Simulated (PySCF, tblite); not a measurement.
**C₅H₁₀GeO: geometry, infrared bands and NMR shifts**

Aim: predict the infrared bands and NMR shifts of C₅H₁₀GeO (`OC[C@H]1C=C[CH2][GeH2]1`).

Computed with tblite 0.8.0 and PySCF 2.14.0, with density-fitted response routines of our own, on a single molecule in the gas phase. Atoms count from 0, in the outputs and in this text.

## 1. The molecule as given

17 atoms, charge 0, multiplicity 1; geometry from: force field or distance geometry start.

Bonds of the start (Å): O0–C1 1.38, C1–C2 1.52, C2–C3 1.45, C3–C4 1.27, C4–C5 1.49, C5–Ge6 1.98, Ge6–C2 1.95, O0–H7 1.00, C1–H8 1.10, C1–H9 1.12, C2–H10 1.11, C3–H11 1.16, C4–H12 1.12, C5–H13 1.10, C5–H14 1.11, Ge6–H15 1.51, Ge6–H16 1.52.

## 2. Geometry optimisation with GFN2-xTB

What the job is given:

```
{"job": {"kind": "relax", "xc": "GFN2-xTB", "basis": "xTB"}, "charge": 0, "multiplicity": 1}
O     -2.104100    -0.546100    -0.711400
C     -1.876800     0.169400     0.451800
C     -0.382100     0.365000     0.669300
C      0.371500    -0.873300     0.759700
C      1.536200    -1.004400     0.278000
C      2.119700     0.161700    -0.434800
Ge     0.426400     1.019200    -0.983300
H     -2.907000    -1.133100    -0.628800
H     -2.308900     1.173800     0.294400
H     -2.372600    -0.278800     1.350400
H     -0.186200     1.071300     1.507300
H     -0.120300    -1.758300     1.317900
H      2.132100    -1.948500     0.350300
H      2.735600    -0.110000    -1.306600
H      2.592800     0.852700     0.291100
H     -0.208800     0.315900    -2.162600
H      0.545600     2.535300    -1.052800
```

The run is started by

```
$ OMP_NUM_THREADS=1 python probes_run.py task.json out
```

The driver reads the jobs from task.json and runs them one after another.

Log:

```text
step      E/eV     max force
  0    -590.99096    5.717
  1    -591.20530    4.069
  2    -591.37858    0.641
  3    -591.41167    0.551
  4    -591.45153    0.893
  5    -591.48178    0.527
  6    -591.49401    0.309
  7    -591.50719    0.350
  8    -591.51987    0.470
  9    -591.53185    0.415
 10    -591.54050    0.268
 11    -591.54707    0.265
 12    -591.55286    0.304
 13    -591.55813    0.238
 14    -591.56225    0.167
 15    -591.56578    0.164
 16    -591.56990    0.225
 17    -591.57560    0.243
 18    -591.58273    0.302
 19    -591.58954    0.260
 20    -591.59483    0.219
 21    -591.59903    0.182
 22    -591.60265    0.162
 23    -591.60599    0.177
 24    -591.60922    0.139
 25    -591.61231    0.159
 26    -591.61527    0.133
 27    -591.61792    0.116
 28    -591.62001    0.123
 29    -591.62162    0.132
 30    -591.62318    0.114
 31    -591.62528    0.114
 32    -591.62739    0.170
 33    -591.63061    0.176
 34    -591.63422    0.179
 35    -591.63808    0.183
 36    -591.64167    0.178
 37    -591.64494    0.194
 38    -591.64787    0.147
 39    -591.65042    0.135
 40    -591.65246    0.116
 41    -591.65408    0.120
 42    -591.65543    0.120
 43    -591.65666    0.086
 44    -591.65785    0.078
 45    -591.65889    0.084
 46    -591.65966    0.071
 47    -591.66021    0.059
 48    -591.66074    0.076
 49    -591.66136    0.069
 50    -591.66249    0.063
 51    -591.66298    0.057
 52    -591.66364    0.062
 53    -591.66422    0.077
 54    -591.66493    0.079
 55    -591.66545    0.053
 56    -591.66578    0.048
 57    -591.66604    0.044
 58    -591.66634    0.052
 59    -591.66669    0.055
 60    -591.66701    0.042
 61    -591.66726    0.039
 62    -591.66746    0.034
 63    -591.66766    0.036
 64    -591.66789    0.036
 65    -591.66815    0.044
 66    -591.66852    0.071
 67    -591.66904    0.071
 68    -591.66967    0.071
 69    -591.67011    0.056
 70    -591.67035    0.034
 71    -591.67053    0.041
 72    -591.67083    0.061
 73    -591.67130    0.068
 74    -591.67184    0.073
 75    -591.67230    0.058
 76    -591.67271    0.059
 77    -591.67313    0.075
 78    -591.67370    0.083
 79    -591.67442    0.079
 80    -591.67520    0.092
 81    -591.67593    0.096
 82    -591.67683    0.110
 83    -591.67771    0.102
 84    -591.67882    0.088
 85    -591.67968    0.077
 86    -591.68107    0.127
 87    -591.68255    0.146
 88    -591.68562    0.180
 89    -591.68870    0.174
 90    -591.69373    0.135
 91    -591.68902    0.402
 92    -591.69961    0.167
 93    -591.70200    0.155
 94    -591.70635    0.399
 95    -591.71440    0.176
 96    -591.71877    0.158
 97    -591.72692    0.205
 98    -591.72874    0.090
 99    -591.73002    0.083
100    -591.73199    0.105
101    -591.73341    0.138
102    -591.73445    0.128
103    -591.73557    0.103
104    -591.73630    0.061
105    -591.73678    0.064
106    -591.73731    0.070
107    -591.73788    0.080
108    -591.73841    0.074
109    -591.73881    0.065
110    -591.73929    0.059
111    -591.73979    0.055
112    -591.74022    0.048
113    -591.74055    0.043
114    -591.74079    0.026
115    -591.74096    0.033
116    -591.74111    0.032
117    -591.74123    0.030
118    -591.74132    0.020
119    -591.74138    0.020
120    -591.74143    0.019
121    -591.74148    0.017
122    -591.74154    0.020
123    -591.74158    0.015
124    -591.74160    0.010
```

Wall time 2.4 s (1 thread of Intel Xeon at 2.50GHz, shared host); peak memory 0.18 GiB.

Relaxation path: (not every step is listed)

| step | energy from step 0 (eV) | largest force (eV/Å) |
| --- | --- | --- |
| 0 | 0.0000 | 5.7174 |
| 1 | -0.2143 | 4.0690 |
| 2 | -0.3876 | 0.6407 |
| 3 | -0.4207 | 0.5506 |
| 4 | -0.4606 | 0.8927 |
| 5 | -0.4908 | 0.5266 |
| 6 | -0.5031 | 0.3086 |
| 7 | -0.5162 | 0.3500 |
| 8 | -0.5289 | 0.4696 |
| 19 | -0.5986 | 0.2595 |
| 30 | -0.6322 | 0.1144 |
| 41 | -0.6631 | 0.1203 |
| 52 | -0.6727 | 0.0617 |
| 63 | -0.6767 | 0.0364 |
| 74 | -0.6809 | 0.0730 |
| 85 | -0.6887 | 0.0773 |
| 96 | -0.7278 | 0.1576 |
| 107 | -0.7469 | 0.0797 |
| 118 | -0.7504 | 0.0204 |
| 119 | -0.7504 | 0.0200 |
| 120 | -0.7505 | 0.0195 |
| 121 | -0.7505 | 0.0168 |
| 122 | -0.7506 | 0.0198 |
| 123 | -0.7506 | 0.0152 |
| 124 | -0.7506 | 0.0100 |

Distances of close pairs at the start and the end, largest changes first:

| bond | before (Å) | after (Å) | change (Å) |
| --- | --- | --- | --- |
| C3–H11 | 1.156 | 1.082 | -0.074 |
| C3–C4 | 1.267 | 1.323 | +0.056 |
| C2–C3 | 1.452 | 1.501 | +0.048 |
| C2–Ge6 | 1.953 | 1.997 | +0.044 |
| C4–H12 | 1.119 | 1.082 | -0.037 |
| O0–H7 | 0.998 | 0.961 | -0.037 |
| O0–C1 | 1.384 | 1.412 | +0.027 |
| C2–H10 | 1.113 | 1.091 | -0.022 |

The next job starts from the end point, and lists it.

## 3. Harmonic vibrations with GFN2-xTB

What the job is given:

```
{"job": {"kind": "ir", "xc": "GFN2-xTB", "basis": "xTB"}, "charge": 0, "multiplicity": 1}
O     -1.488656    -0.674273    -0.953607
C     -1.792328    -0.133702     0.314642
C     -0.516509     0.539241     0.799569
C      0.460950    -0.494500     1.276864
C      1.484479    -0.852908     0.519107
C      1.710211    -0.210676    -0.814981
Ge     0.435407     1.301902    -0.781194
H     -2.251066    -1.141785    -1.306606
H     -2.602700     0.604578     0.231244
H     -2.112230    -0.926850     1.006203
H     -0.759539     1.236573     1.603259
H      0.269076    -0.961337     2.234122
H      2.176830    -1.623091     0.832688
H      1.474207    -0.918230    -1.610288
H      2.755347     0.076343    -0.936214
H     -0.374413     1.590635    -2.009807
H      1.123936     2.600112    -0.414911
```

Log:

```text
mode    cm-1     km/mol
  1      85.3      2.18
  2      99.4      6.06
  3     182.4     10.63
  4     229.3     20.41
  5     305.7    112.54
  6     334.3      3.68
  7     373.1     13.18
  8     444.1     22.11
  9     503.8      1.43
 10     524.1     29.22
 11     566.2     10.55
 12     607.7    141.44
 13     678.6     16.73
 14     725.0     52.47
 15     778.4     40.46
 16     802.9     24.86
 17     848.8    219.61
 18     903.7      1.58
 19     910.9      0.63
 20     984.2      2.72
 21     999.2     21.57
 22    1059.8      4.70
 23    1088.3     52.01
 24    1093.7     11.76
 25    1120.5     18.56
 26    1150.9     18.32
 27    1194.1     25.44
 28    1212.4      8.64
 29    1238.4     14.28
 30    1269.3     11.74
 31    1323.4     24.07
 32    1355.7     14.49
 33    1435.9      4.59
 34    1489.6      3.37
 35    1706.4     17.87
 36    1907.4    360.89
 37    2012.3    478.28
 38    2854.2     83.13
 39    2885.0     79.56
 40    2946.0     62.53
 41    2953.6     36.96
 42    2973.8     33.12
 43    3039.5     31.87
 44    3056.1    121.72
 45    3565.7      4.31
```

It took 1.9 s on 1 thread of Intel Xeon at 2.50GHz, shared host; peak memory 0.18 GiB.

Which atoms move in the most intense modes:

| cm⁻¹ | km/mol | atoms |
| --- | --- | --- |
| 306 | 112.5 | H7 76 % |
| 608 | 141.4 | H16 58 %, H15 29 % |
| 849 | 219.6 | H16 47 %, H15 45 % |
| 1907 | 360.9 | H16 87 %, H15 12 % |
| 2012 | 478.3 | H15 87 %, H16 11 % |
| 2854 | 83.1 | H9 47 %, H8 43 % |
| 2885 | 79.6 | H8 50 %, H9 46 % |
| 3056 | 121.7 | H12 52 %, H11 40 % |

## 4. NMR shieldings: PBE0/pcSseg-1

Same as in step 3 but for these lines:

```diff
@@ -1,2 +1,2 @@
-{"job": {"kind": "ir", "xc": "GFN2-xTB", "basis": "xTB"}, "charge": 0, "multiplicity": 1}
+{"job": {"kind": "nmr", "xc": "PBE0", "basis": "pcSseg-1"}, "charge": 0, "multiplicity": 1}
 O     -1.488656    -0.674273    -0.953607
```

Level: GIAO PBE0/pcSseg-1 NMR shielding, non-relativistic, gas phase.

Log:

```text
coarse grid: 63216 points
cycle   1  E = -2347.7808291173  dE =  2.538e-01  |g| = 1.066e+00  |ddm| = 3.802e+00
cycle   2  E = -2347.6798790486  dE =  1.010e-01  |g| = 1.254e+00  |ddm| = 1.505e+00
cycle   3  E = -2347.9062865187  dE = -2.264e-01  |g| = 1.488e-01  |ddm| = 1.020e+00
cycle   4  E = -2347.9099873054  dE = -3.701e-03  |g| = 5.801e-02  |ddm| = 1.358e-01
cycle   5  E = -2347.9103749724  dE = -3.877e-04  |g| = 1.003e-02  |ddm| = 4.308e-02
cycle   6  E = -2347.9103925298  dE = -1.756e-05  |g| = 4.968e-03  |ddm| = 1.267e-02
cycle   7  E = -2347.9103983980  dE = -5.868e-06  |g| = 9.977e-04  |ddm| = 4.969e-03
final grid: 134008 points
cycle   8  E = -2347.9103524131  dE =  3.340e-07  |g| = 1.651e-03  |ddm| = 3.505e-03
cycle   9  E = -2347.9103508675  dE =  1.546e-06  |g| = 2.958e-03  |ddm| = 3.967e-03
cycle  10  E = -2347.9103531072  dE = -2.240e-06  |g| = 1.712e-04  |ddm| = 2.555e-03
cycle  11  E = -2347.9103531135  dE = -6.328e-09  |g| = 3.541e-05  |ddm| = 1.754e-04
cycle  12  E = -2347.9103531137  dE = -1.969e-10  |g| = 4.228e-06  |ddm| = 3.241e-05
converged SCF energy = -2347.9103531137

GIAO shielding tensors (ppm)
atom      isotropic    diamagn.    paramagn.     s11        s22        s33       span
  0 O      299.220     390.860     -91.640    237.154    276.033    384.474    147.320
  1 C      117.817     241.708    -123.892     97.429    110.033    145.987     48.558
  2 C      146.289     249.380    -103.090    137.009    148.946    152.913     15.905
  3 C       45.534     254.734    -209.200    -60.883     60.925    136.559    197.442
  4 C       46.018     253.673    -207.655    -62.322     57.942    142.434    204.755
  5 C      167.658     250.261     -82.603    155.645    159.628    187.701     32.056
  6 Ge    1460.463    2753.401   -1292.938   1320.919   1467.280   1593.190    272.271
  7 H       31.215      31.103       0.112     20.568     26.582     46.494     25.926
  8 H       27.641      29.205      -1.564     23.085     26.213     33.625     10.540
  9 H       27.840      29.189      -1.349     23.183     26.713     33.624     10.442
 10 H       29.340      31.418      -2.078     25.705     25.963     36.351     10.645
 11 H       25.579      31.441      -5.862     23.482     26.486     26.770      3.289
 12 H       25.405      30.139      -4.734     22.918     26.094     27.204      4.285
 13 H       29.681      29.536       0.144     25.566     26.657     36.820     11.253
 14 H       30.035      29.093       0.943     24.813     27.045     38.248     13.435
 15 H       27.044      28.796      -1.751     20.015     22.804     38.315     18.300
 16 H       27.664      29.048      -1.384     21.126     21.960     39.907     18.782
```

Wall time 1.9 min (1 thread of Intel Xeon at 2.50GHz, shared host); peak memory 0.99 GiB.

Shifts follow as δ = σ(reference) − σ, with reference shieldings (ppm) from runs at the same level and on the same kind of geometry: 1H TMS 31.72, 13C TMS 186.9, 17O H2O 336.1, 73Ge GeMe4 1331. The references are single molecules in the gas phase, so shifts against H2O, NH3, PH3, H3PO4 or CFCl3 are not on the usual liquid scales and can be off by tens of ppm.

| atoms | environment | σ (ppm) | δ (ppm) |
| --- | --- | --- | --- |
| C3 | alkene CH | 45.5 | 141.4 |
| C4 | alkene CH | 46.0 | 140.9 |
| C1 | sp3 CH2 bonded to O | 117.8 | 69.1 |
| C2 | allylic sp3 CH bonded to Ge | 146.3 | 40.6 |
| C5 | allylic sp3 CH2 bonded to Ge | 167.7 | 19.3 |
| H12 | hydrogen on an alkene CH | 25.41 | 6.31 |
| H11 | hydrogen on an alkene CH | 25.58 | 6.14 |
| H15 | hydrogen on a germanium bonded to 2 C, in a 5-membered ring | 27.04 | 4.67 |
| H8 | hydrogen on an sp3 CH2 bonded to O | 27.64 | 4.08 |
| H16 | hydrogen on a germanium bonded to 2 C, in a 5-membered ring | 27.66 | 4.05 |
| H9 | hydrogen on an sp3 CH2 bonded to O | 27.84 | 3.88 |
| H10 | hydrogen on an allylic sp3 CH bonded to Ge | 29.34 | 2.38 |
| H13 | hydrogen on an allylic sp3 CH2 bonded to Ge | 29.68 | 2.04 |
| H14 | hydrogen on an allylic sp3 CH2 bonded to Ge | 30.04 | 1.68 |
| H7 | hydrogen on an alcohol oxygen | 31.21 | 0.50 |
| O0 | alcohol oxygen | 299.2 | 36.9 |
| Ge6 | germanium bonded to 2 C, 2 H, in a 5-membered ring | 1460 | -130 |

Charges from the same density, by scheme (e):

| atoms | Mulliken | IAO | Hirshfeld | ESP fit |
| --- | --- | --- | --- | --- |
| O0 | -0.45 | -0.55 | -0.20 | -0.52 |
| C1 | 0.13 | -0.04 | 0.00 | -0.02 |
| C2 | -0.54 | -0.35 | -0.11 | 0.09 |
| C3 | -0.08 | -0.17 | -0.06 | -0.36 |
| C4 | -0.13 | -0.14 | -0.05 | -0.06 |
| C5 | -0.41 | -0.51 | -0.15 | -0.23 |
| Ge6 | 0.50 | 0.62 | 0.32 | 0.25 |

Mayer bond orders: O0–C1 0.96, C1–C2 0.97, C2–C3 0.97, C3–C4 1.91, C4–C5 1.01, C5–Ge6 0.94, Ge6–C2 0.87.

Ring of atoms C2, C3, C4, C5, Ge6: NICS(0) -3.4, NICS(1) -3.4, NICS(1)zz -3.3 ppm (means of both faces).

## 5. Summary of results

```
                                 quantity                                                           value
strongest single infrared mode (GFN2-xTB)                                           2012 cm⁻¹, 478 km/mol
             zero-point energy (GFN2-xTB)                                                   82.7 kcal/mol
   13C shifts against TMS (PBE0/pcSseg-1)                              141.4, 140.9, 69.1, 40.6, 19.3 ppm
    1H shifts against TMS (PBE0/pcSseg-1)  6.31, 6.14, 4.67, 4.08, 4.05, 3.88, 2.38, 2.04, 1.68, 0.50 ppm
   17O shifts against H2O (PBE0/pcSseg-1)                                                        36.9 ppm
73Ge shifts against GeMe4 (PBE0/pcSseg-1)                                                        -130 ppm
```

What this shows: The optimisation took 124 steps and gained 0.751 eV; among the close pairs (by a distance rule), C3–H11 changed most, from 1.156 to 1.082 Å. No mode is imaginary among the 45: a minimum at this level. The strongest single mode, at 2012 cm⁻¹, moves mainly H15. Unscaled tight-binding wavenumbers are off by several per cent, some by more. Its intensities can rank the bands wrongly. At PBE0/pcSseg-1: Shielding is most anisotropic at Ge6 (span 272 ppm, paramagnetic term -1293 ppm). Spin-orbit coupling is left out, which matters for shieldings and couplings at and beside the heavy atoms.
